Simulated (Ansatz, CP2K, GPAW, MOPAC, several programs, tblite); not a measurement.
## What each method gives for PbTe (Fm-3m)

PbTe (started from an entry of an open crystallographic database), relaxed with r2SCAN in Ansatz, was computed with several methods. Space group Fm-3m (No. 225), cubic; conventional cell a = 6.536 Å, 34.90 Å³ an atom. Around Te lie 6 Pb at 3.27 Å; around Pb lie 6 Te at 3.27 Å. The values are computed, spin-unpolarised, and not measurements.

```cif
data_structure
_symmetry_space_group_name_H-M 'Fm-3m'
_symmetry_Int_Tables_number 225
_cell_length_a 6.5357
_cell_length_b 6.5357
_cell_length_c 6.5357
_cell_angle_alpha 90.000
_cell_angle_beta 90.000
_cell_angle_gamma 90.000
_cell_volume 279.18
loop_
_atom_site_label
_atom_site_type_symbol
_atom_site_symmetry_multiplicity
_atom_site_Wyckoff_symbol
_atom_site_fract_x
_atom_site_fract_y
_atom_site_fract_z
_atom_site_occupancy
Te1 Te 4 b 0.50000 0.00000 0.00000 1
Pb1 Pb 4 a 0.00000 0.00000 0.00000 1
```

Gaps and times are for a single point on this cell; volume and bulk modulus come from each method's own relaxation or energy curve at fixed shape. Times are rough, from shared hosts (Arm Neoverse N1), and each method has its own mesh and cell size. A star marks a curve whose lowest point is an end point. PM6 (MOPAC), PM7 (MOPAC), GFN1-xTB (tblite), GFN2-xTB (tblite) treat a cluster of cells at its zone centre, which samples few k points: where these miss a band edge, the gap comes out too large for that reason alone. Gaps from k meshes are read at a limited set of points (mesh, symmetry points, PBE's band edges), so each method's own least gap may be somewhat smaller. xTB and the PM methods were fitted mostly to molecules, and can miss a solid's gap by electronvolts. Minimal bases can be far off for gaps. GLLB-SC's gap includes the derivative discontinuity. d marks a direct gap, i an indirect one (no mark: not told apart), a dash a value that wasn't computed or didn't pass its checks.

```
                              method              kind  gap (eV)  own volume (Å³/atom)  bulk modulus (GPa)  atoms computed  processor time
light PBE (260 eV and a coarse mesh)  light plane-wave    0.81 d                     –                   –               2           1.6 s
                   GFN1-xTB (tblite)     tight binding      0.47                31.12*                 95*              64           2.7 s
                         PM6 (MOPAC)    semi-empirical      3.17                     –                   –              64           3.8 s
                         PM7 (MOPAC)    semi-empirical      6.14                     –                   –              64           4.6 s
              PBE/single zeta (GPAW)       small basis    0.79 d                     –                   –               2           5.3 s
                                 PBE         semilocal    0.80 d                 35.48                  39               2           5.8 s
                   GFN2-xTB (tblite)     tight binding      1.08                     –                   –              64           5.8 s
                      PBE/SZV (CP2K)       small basis    0.94 d                 36.49                  43               2           8.6 s
                              r2SCAN         semilocal    1.09 d                 34.90                  42               2            14 s
                     PBE/DZVP (CP2K)       small basis    0.78 d                 35.42                  39               2            20 s
                      GLLB-SC (GPAW)   model potential      1.52                     –                   –               2            21 s
```

Against r2SCAN (1.09 eV) and with closed or daggered gaps left aside, the nearest gap at the points sampled is that of GFN2-xTB (tblite) (-0.01 eV) and the farthest that of PM7 (MOPAC) (+5.05 eV). r2SCAN is only a yardstick of convenience: semilocal gaps usually lie below measured ones, which GLLB-SC and hybrids aim to mend.

Volumes against r2SCAN's: PBE +1.7 %, PBE/SZV (CP2K) +4.6 %, PBE/DZVP (CP2K) +1.5 %.

Spin-orbit coupling is left out; in compounds of Pb, Bi, Tl or Hg it can lower a gap by up to about 1 eV, split its edges or invert the bands.
